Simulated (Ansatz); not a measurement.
The system is VWC2.

```
W V C
1.0
     1.51704    0.87586    4.93389
    -1.51704    0.87586    4.93389
     0.00000   -1.75173    4.93389
W V C
1 1 2
Direct
  0.00000 0.00000 0.00000
  0.50000 0.50000 0.50000
  0.24649 0.24649 0.24649
  0.75351 0.75351 0.75351
```

The cell comes from a database or a generator and needn't be the stable form of this composition.

Base run:

```yaml
Program: Ansatz 0.2.0
Functional: PBEsol
Potentials_or_basis: Ansatz PAW
Cutoff: "420 eV (not typed: the program's choice for these potentials)"
k_mesh: 9 × 9 × 9
Occupations: fermi-dirac, width 0.05 eV
Spin: collinear spin, ferromagnetic start
Starting_moments: "[0.0, 4.0, 0.0, 0.0] μB"
Fixed_moment: 4 μB
```

Its results: pressure 12.1 GPa; site moments W +0.66; V +1.56; C +0.31 μB; largest force 0.748 eV/Å.

Q: The run is repeated on the same cell with these changes: fixed moment from 4 μB to 0.5 μB; moments at the start from [0.0, 4.0, 0.0, 0.0] to [0.0, 0.5, 0.0, 0.0]. What comes out?

A: Pressure -10.1 GPa; site moments W +0.05; V +0.32; C +0.00 μB; largest force 0.108 eV/Å.

Caveats: the total moment is fixed, so each spin has its own Fermi level; the PAW data sets come from PBE, with cores solved anew for the run's functional, which leaves a small shift of forces and pressure; the thresholds are loose for stress.
